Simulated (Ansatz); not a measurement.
Geometry optimisation, Ansatz 0.2.0, DFT PBEsol, scalar-relativistic, plane waves, PAW.

Input file:

```yaml
crystal:
  lattice:
    - [7.398, 0.0, 0.0]
    - [-3.699, 6.406856, 0.0]
    - [0.0, 0.0, 11.0]
  atoms:
    - { symbol: C, position: [0.0, 0.0, 0.09090909] }
    - { symbol: C, position: [0.22222222, 0.11111111, 0.09090909] }
    - { symbol: C, position: [0.0, 0.33333333, 0.09090909] }
    - { symbol: C, position: [0.22222222, 0.44444444, 0.09090909] }
    - { symbol: C, position: [0.0, 0.66666666, 0.09090909] }
    - { symbol: C, position: [0.22222222, 0.77777777, 0.09090909] }
    - { symbol: C, position: [0.33333333, 0.0, 0.09090909] }
    - { symbol: C, position: [0.55555556, 0.11111111, 0.09090909] }
    - { symbol: C, position: [0.33333333, 0.33333333, 0.09090909] }
    - { symbol: C, position: [0.55555555, 0.44444444, 0.09090909] }
    - { symbol: C, position: [0.33333333, 0.66666666, 0.09090909] }
    - { symbol: C, position: [0.55555555, 0.77777777, 0.09090909] }
    - { symbol: C, position: [0.66666667, 0.0, 0.09090909] }
    - { symbol: C, position: [0.88888889, 0.11111111, 0.09090909] }
    - { symbol: C, position: [0.66666667, 0.33333333, 0.09090909] }
    - { symbol: C, position: [0.88888889, 0.44444444, 0.09090909] }
    - { symbol: C, position: [0.66666666, 0.66666666, 0.09090909] }
    - { symbol: C, position: [0.88888889, 0.77777777, 0.09090909] }
    - { symbol: C, position: [0.37037037, 0.4074074, 0.22636364], spin: 1.0 }
    - { symbol: H, position: [0.51851852, 0.14814815, 0.18] }
    - { symbol: O, position: [0.25770349, 0.37859272, 0.33090909] }
magnetization:
  spin_polarized: true
basis:
  ecutwfc: 420.0
kpoints:
  mp_grid: { grid: [2, 2, 1] }
hamiltonian:
  xc: pbesol
scf:
  occupations: { method: fermi_dirac, width: 0.05 }
  lower_state_search: "off"
relax:
  f_tol: 0.03
  max_steps: 60
  adjacent_minimum: "off"
output:
  write_density: true
  write_potential: true
  elf: true
  volumetric_format: npy
```

Launched with:

```bash
$ ansatz run input.yaml --threads 2 --pin off --max-ram 5120MiB --backend cpu --events-out ev --progress --plain --runs-dir out
```

Task: Where does it end, and by what steps?

Result: The forces met the threshold. The force dipped under the threshold on the way, but the program's further checks kept it going. Limits of this set-up: coarse k mesh, slab without dipole correction. After 38 steps the energy has fallen by 5.474 eV; C19 moved furthest, 1.97 Å. The start is strongly strained (largest force component 10 eV/Å), so its close contacts needn't be bonds. Parted: C9–C19.

| step | energy less start (eV) | largest force component (eV/Å) | accepted |
| --- | --- | --- | --- |
| 0 | 0.0000 | 9.906 | yes |
| 2 | -3.5281 | 5.739 | yes |
| 4 | -4.4924 | 2.654 | yes |
| 6 | -5.2694 | 0.958 | yes |
| 8 | -5.4265 | 0.281 | yes |
| 10 | -5.4420 | 0.266 | yes |
| 12 | -5.4488 | 0.321 | yes |
| 14 | -5.4490 | 0.446 | yes |
| 16 | -5.4495 | 0.552 | yes |
| 18 | -5.4498 | 0.631 | yes |
| 20 | -5.4380 | 1.972 | no |
| 22 | -5.4563 | 0.275 | yes |
| 24 | -5.4590 | 0.119 | yes |
| 26 | -5.4620 | 0.869 | yes |
| 28 | -5.4693 | 0.026 | yes |
| 30 | -5.4711 | 0.104 | yes |
| 32 | -5.4695 | 0.773 | no |
| 34 | -5.4733 | 0.021 | yes |
| 36 | -5.4732 | 0.216 | no |
| 38 | -5.4736 | 0.013 | yes |

```xyz
21
Lattice="7.3980 0.0000 0.0000 -3.6990 6.4069 0.0000 0.0000 0.0000 11.0000" Properties=species:S:1:pos:R:3
C -0.047 0.115 0.773
C 1.187 0.823 0.822
C -1.278 2.255 0.851
C -0.046 2.966 0.848
C -2.515 4.391 0.773
C -1.285 5.104 0.822
C 2.394 0.103 0.880
C 3.653 0.830 1.213
C 1.186 2.255 0.850
C 2.426 2.970 0.823
C -0.046 4.389 0.850
C 1.194 5.105 0.824
C 4.913 0.103 0.885
C 6.120 0.823 0.825
C 3.653 2.285 0.882
C 4.881 2.970 0.823
C 2.423 4.392 0.773
C 3.653 5.101 0.764
C 1.607 1.399 3.997
H 3.636 0.835 2.344
O 0.610 1.620 4.488
```

Run time: 7.8 min on 2 threads of Arm Neoverse V1, with other jobs on the host, peak memory 0.94 GiB.
